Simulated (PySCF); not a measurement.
# C2H2O4Si: the cost of one run

Method: levels as typed in each script, gas phase, geometry from GFN2-xTB; program: PySCF 2.14.0.

## Step 1: The starting structure

SMILES `O=C1O[SiH2]OC1=O`, 9 atoms, charge 0, spin multiplicity 1.

Bond lengths: O1–C2 1.188 Å, C2–O3 1.338 Å, C2–C6 1.545 Å, O3–Si4 1.658 Å, Si4–O5 1.658 Å, Si4–H8 1.447 Å, Si4–H9 1.447 Å, O5–C6 1.338 Å, C6–O7 1.188 Å. Angles: O1–C2–O3 124.6°, O1–C2–C6 126.1°, O3–C2–C6 109.3°, C2–O3–Si4 113.6°, O3–Si4–O5 94.2°, O3–Si4–H8 108.8°, O3–Si4–H9 108.7°, O5–Si4–H8 108.7°, O5–Si4–H9 108.8°, H8–Si4–H9 123.6°, Si4–O5–C6 113.6°, C2–C6–O5 109.3°, C2–C6–O7 126.1°, O5–C6–O7 124.6°.

Geometry (Å):

```xyz
9
charge 0, multiplicity 1
O     1.70139   -1.47289   -0.00097
C     0.74134   -0.77262    0.00013
O    -0.52192   -1.21412    0.00137
Si   -1.65046    0.00004    0.00014
O    -0.52163    1.21434   -0.00161
C     0.74153    0.77254   -0.00018
O     1.70175    1.47258    0.00108
H    -2.33382    0.00281    1.27532
H    -2.33361   -0.00214   -1.27585
```

## Step 2: Stretching a bond (6-31g*)

input.py

```python
import numpy as np
from pyscf import gto, scf, mcscf

mol = gto.M(atom='''
O      1.70139    -1.47289    -0.00097
C      0.74134    -0.77262     0.00013
O     -0.52192    -1.21412     0.00137
Si    -1.65046     0.00004     0.00014
O     -0.52163     1.21434    -0.00161
C      0.74153     0.77254    -0.00018
O      1.70175     1.47258     0.00108
H     -2.33382     0.00281     1.27532
H     -2.33361    -0.00214    -1.27585
''', basis='6-31g*', charge=0, spin=0, verbose=4)
# stretch the bond between atoms 4 and 8, from long to short, fragments rigid
a, b, move = 3, 7, [7]
xyz = mol.atom_coords(unit='Angstrom')
u = xyz[b] - xyz[a]
r0 = np.linalg.norm(u)
rows, last, dm_u = [], None, None
for r in [3.98, 3.12, 2.56, 2.2, 1.92, 1.7, 1.56, 1.42, 1.31]:
    new = xyz.copy()
    new[move] += u / r0 * (r - r0)
    m = mol.set_geom_(new, unit='Angstrom', inplace=False)
    rhf = scf.RHF(m).density_fit(auxbasis='def2-universal-jkfit').run()
    uhf = scf.UHF(m).density_fit(auxbasis='def2-universal-jkfit').newton()
    if dm_u is None:
        c = rhf.mo_coeff
        h = m.nelectron // 2 - 1
        ca, cb = c.copy(), c.copy()
        ca[:, h], cb[:, h] = (c[:, h] + c[:, h + 1]) / 2**.5, (c[:, h] - c[:, h + 1]) / 2**.5
        dm_u = np.array([x[:, :h + 1] @ x[:, :h + 1].T for x in (ca, cb)])
    uhf.kernel(dm0=dm_u)
    for _ in range(3):
        c, _, stable, _ = uhf.stability(return_status=True)
        if stable:
            break
        uhf.kernel(c, uhf.mo_occ)
    dm_u = uhf.make_rdm1()
    mc = mcscf.CASSCF(rhf, 2, 2)
    mc.natorb = True
    mc.fix_spin_(ss=0)
    guess = mcscf.addons.make_natural_orbitals(uhf)[1] if last is None else mcscf.project_init_guess(mc, last.mo_coeff, last.mol)
    mc.kernel(guess)
    last = mc
    act = slice(mc.ncore, mc.ncore + mc.ncas)
    print('r %.3f  RHF %.6f  UHF %.6f  <S^2> %.3f  CASSCF %.6f  occupations' % (r, rhf.e_tot, uhf.e_tot, uhf.spin_square()[0], mc.e_tot), mc.mo_occ[act].round(4))
    rows.append((new, rhf.e_tot, uhf.e_tot, uhf.spin_square()[0], mc.e_tot, mc.mo_occ[act], mc.mo_coeff[:, act], dm_u[0] - dm_u[1], rhf.converged and uhf.converged and mc.converged))
    np.savez('result.npz', **{k: [row[i] for row in rows] for i, k in enumerate('xyz rhf uhf s2 cas occ c spin ok'.split())})
```

Launch:

```console
$ OMP_NUM_THREADS=1 python input.py
```

**Question.** How long does this run take on 1 thread of Intel Xeon 6975P-C (Granite Rapids), shared host, and how much memory does it need?

About 3.6 min, with a peak of 0.31 GiB.
